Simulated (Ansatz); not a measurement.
**CH₆OS₂Si: how energies converge with the basis set**

One table from this session's results is given with a row withheld; the runs are named, their logs left out.

The runs use Ansatz 0.2.0, Gaussian basis; one geometry, several basis sets.

The runs, in order: PBE0-D4/def2-SVP; ωB97M-V/def2-SVP; PBE0-D4/def2-QZVPP; ωB97M-V/def2-QZVPP; the functionals' def2-TZVPP values are taken from earlier runs.

## The relaxed structure

The geometry comes from an earlier relaxation with PBE0-D4 in a triple-zeta def2 set; it is a stationary point, not always the lowest conformer.

SMILES `CSS[SiH2]O`, 11 atoms, charge 0, spin multiplicity 1.

Atoms are counted from 1 here; the program's logs count them from 0.

Bond lengths: C1–S2 1.800 Å, C1–H6 1.089 Å, C1–H7 1.093 Å, C1–H8 1.090 Å, S2–S3 2.064 Å, S3–Si4 2.142 Å, Si4–O5 1.638 Å, Si4–H9 1.481 Å, Si4–H10 1.485 Å, O5–H11 0.960 Å. Angles: S2–C1–H6 110.4°, S2–C1–H7 106.1°, S2–C1–H8 111.0°, H6–C1–H7 109.4°, H6–C1–H8 110.4°, H7–C1–H8 109.4°, C1–S2–S3 102.3°, S2–S3–Si4 93.5°, S3–Si4–O5 112.8°, S3–Si4–H9 107.5°, S3–Si4–H10 107.1°, O5–Si4–H9 106.7°, O5–Si4–H10 110.9°, H9–Si4–H10 111.9°, Si4–O5–H11 115.5°.

Coordinates:

```xyz
11
charge 0, multiplicity 1
C    -0.92193   -0.61348    1.77884
S    -1.39662   -0.65384    0.04285
S    -1.01062    1.28128   -0.56253
Si    0.97986    0.82314   -1.20898
O     1.01691   -0.28004   -2.41881
H    -1.53703    0.10060    2.32503
H    -1.10304   -1.61936    2.16504
H     0.13392   -0.36807    1.88864
H     1.56871    2.06850   -1.75147
H     1.72244    0.33230   -0.01975
H     0.61280   -1.12792   -2.21826
```

Set-up of the first run:

File in.yaml:

```yaml
crystal:
  periodic: [false, false, false]
  atoms:
    - {symbol: C, position_ang: [-0.921935, -0.613482, 1.778843]}
    - {symbol: S, position_ang: [-1.396617, -0.653841, 0.042846]}
    - {symbol: S, position_ang: [-1.010615, 1.281281, -0.562530]}
    - {symbol: Si, position_ang: [0.979861, 0.823137, -1.208978]}
    - {symbol: O, position_ang: [1.016908, -0.280037, -2.418806]}
    - {symbol: H, position_ang: [-1.537035, 0.100601, 2.325027]}
    - {symbol: H, position_ang: [-1.103038, -1.619364, 2.165043]}
    - {symbol: H, position_ang: [0.133917, -0.368071, 1.888636]}
    - {symbol: H, position_ang: [1.568714, 2.068499, -1.751470]}
    - {symbol: H, position_ang: [1.722441, 0.332295, -0.019754]}
    - {symbol: H, position_ang: [0.612799, -1.127915, -2.218257]}
basis:
  gaussian: {orbitals: def2-SVP}
hamiltonian: {xc: pbe0, dispersion: d4}
output: {orbitals: {seedname: orbitals}}
```

Launch:

```bash
$ ansatz run in.yaml --threads 4 --pin off --events-out ev --progress --plain --max-ram 10444MiB
```

Among the steps run: PBE0-D4 in def2-SVP; ωB97M-V in def2-SVP; PBE0-D4 in def2-QZVPP; ωB97M-V in def2-QZVPP.

One table of the session follows, with a row left open; its other results are not shown here.

It belongs to the step «Functionals by basis». 

| functional | basis | HOMO (eV) |
| --- | --- | --- |
| PBE0-D4 | def2-SVP | -6.90 |
| PBE0-D4 | def2-TZVPP | -6.93 |
| PBE0-D4 | def2-QZVPP | ? |
| ωB97M-V | def2-SVP | -9.01 |
| ωB97M-V | def2-TZVPP | -9.06 |
| ωB97M-V | def2-QZVPP | -9.09 |

Estimate the missing values for PBE0-D4, def2-QZVPP.

The run gave: HOMO (eV): -6.95. In the column «HOMO (eV)» it lies between ωB97M-V, def2-SVP (-9.01) and PBE0-D4, def2-TZVPP (-6.93).
